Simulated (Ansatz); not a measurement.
# CH₅NTeZn: a ladder of functionals and wavefunction methods

How much do the methods differ for CH₅NTeZn? The plan is to run it at one geometry with functionals of several rungs and with coupled cluster, and see how far each lands from CCSD(T) at the basis-set limit for the atomisation energy.

Computed with Ansatz 0.2.0, Gaussian basis. Level: functionals in def2-TZVPP, the program's frozen cores in correlated methods.

Levels to be run: LDA (SPW92), PBE-D4, revPBE-D4, BLYP-D4, r2SCAN-D4, B97M-V, PBE0-D4, B3LYP-D4, r2SCANh-D4, r2SCAN0-D4, HSE06-D4, BHLYP-D4, CAM-B3LYP-D4, LC-ωPBE, ωB97X-V, ωB97M-V, B2PLYP, PBE-QIDH; CCSD(T)/def2-SVP; CCSD(T)/def2-TZVPP; MP2/def2-QZVPP; extrapolation to the limit; RPA on PBE.

1 further run of the same task is left out (for a known fault of the program). Runs told in other sessions of the task aren't counted.

## (1) The relaxed structure

The geometry comes from an earlier relaxation with PBE0-D4 in a triple-zeta def2 set; it is a stationary point, not always the lowest conformer. Te takes the def2 core potential; no spin-orbit term is included.

9 atoms, charge 0, spin multiplicity 1.

Atoms are counted from 1 here; the program's logs count them from 0.

Bond lengths: N1–Zn2 1.815 Å, N1–H5 1.009 Å, N1–H6 1.009 Å, Zn2–C3 1.931 Å, C3–Te4 2.143 Å, C3–H7 1.090 Å, C3–H8 1.090 Å, Te4–H9 1.663 Å. Angles: Zn2–N1–H5 119.2°, Zn2–N1–H6 119.0°, H5–N1–H6 108.5°, N1–Zn2–C3 176.4°, Zn2–C3–Te4 110.3°, Zn2–C3–H7 110.9°, Zn2–C3–H8 110.1°, Te4–C3–H7 108.1°, Te4–C3–H8 107.8°, H7–C3–H8 109.6°, C3–Te4–H9 95.7°.

## (2) LDA

This LDA is Slater exchange with PW92 correlation.

File in.yaml:

```yaml
crystal:
  periodic: [false, false, false]
  atoms:
    - {symbol: N, position_ang: [-2.094763, 1.505087, 0.385836]}
    - {symbol: Zn, position_ang: [-0.666693, 0.387152, 0.311133]}
    - {symbol: C, position_ang: [0.797806, -0.859310, 0.138060]}
    - {symbol: Te, position_ang: [1.705481, -0.674668, -1.794867]}
    - {symbol: H, position_ang: [-2.725922, 1.446044, 1.171287]}
    - {symbol: H, position_ang: [-1.966492, 2.478520, 0.151534]}
    - {symbol: H, position_ang: [0.450660, -1.886181, 0.251629]}
    - {symbol: H, position_ang: [1.560719, -0.646820, 0.886794]}
    - {symbol: H, position_ang: [2.939205, -1.749824, -1.501386]}
basis:
  gaussian: {orbitals: def2-TZVPP}
hamiltonian: {xc: lda}
output: {orbitals: {seedname: orbitals}}
```

On the command line:

```sh
$ ansatz run in.yaml --threads 4 --pin off --events-out ev --progress --plain --max-ram 10444MiB
```

The runs that follow: PBE-D4 (GGA); revPBE-D4 (GGA); BLYP-D4 (GGA); r2SCAN-D4 (meta-GGA); B97M-V (meta-GGA); PBE0-D4 (hybrid); B3LYP-D4 (hybrid); r2SCANh-D4 (hybrid); r2SCAN0-D4 (hybrid); HSE06-D4 (hybrid); BHLYP-D4 (hybrid); CAM-B3LYP-D4 (range-separated); LC-ωPBE (range-separated); ωB97X-V (range-separated); ωB97M-V (range-separated); B2PLYP (double hybrid); PBE-QIDH (double hybrid); CCSD(T) in def2-SVP; CCSD(T) in def2-TZVPP; MP2 in def2-QZVPP; RPA on PBE orbitals.

**Question.** What will the summary of the whole plan be? Wanted: atomisation energy, CCSD(T)/CBS; farthest beyond LDA; mean size of error, GGA; mean size of error, meta-GGA; mean size of error, hybrid; mean size of error, range-separated; mean size of error, double hybrid; gap, smallest and largest; T1 diagnostic.

As calculated:

| quantity | value |
| --- | --- |
| atomisation energy, CCSD(T)/CBS | 26.952 eV |
| functionals within 0.270 eV (1.0 %) | r2SCAN-D4, PBE0-D4, HSE06-D4, CAM-B3LYP-D4, LC-ωPBE, ωB97X-V, ωB97M-V |
| farthest beyond LDA | BHLYP-D4 (-1.221 eV) |
| mean size of error, GGA | 0.363 eV |
| mean size of error, meta-GGA | 0.257 eV |
| mean size of error, hybrid | 0.495 eV |
| mean size of error, range-separated | 0.136 eV |
| mean size of error, double hybrid | 0.498 eV |
| gap, smallest and largest | 3.31 eV (BLYP-D4), 9.81 eV (LC-ωPBE) |
| T1 diagnostic | 0.0134 |
| triples share of the correlation energy | 3.2 % |

What this shows: The LDA atomisation energy is off by 4.224 eV (16 %): it overbinds. PBE-D4 misses by +0.384 eV. Double hybrids carry the basis error of their MP2 part in triple zeta, and no dispersion term here, so their miss is partly the set-up's. The rungs range-separated, meta-GGA miss on average by less than the doubt on the reference (0.270 eV), so they tie. Misses under about 0.270 eV are within the doubt on the reference itself, which lacks core-valence correlation, spin-orbit coupling and higher excitations, and its outer-core shells are covered unevenly. All levels share the lack of spin-orbit coupling, which lowers the free heavy atoms and so the true binding. Hartree-Fock recovers 66 % of the binding; the rest is correlation. CCSD(T) in def2-SVP is off by -2.471 eV, more than most functionals: a good method in a small basis is no reference. The gap grows from 3.3 to 9.8 eV across the functionals, mostly with the share of exact exchange. For Zn the d shell is correlated and the shells below it are frozen. Correlated methods include outer-core shells of Te, which these sets cover unevenly.
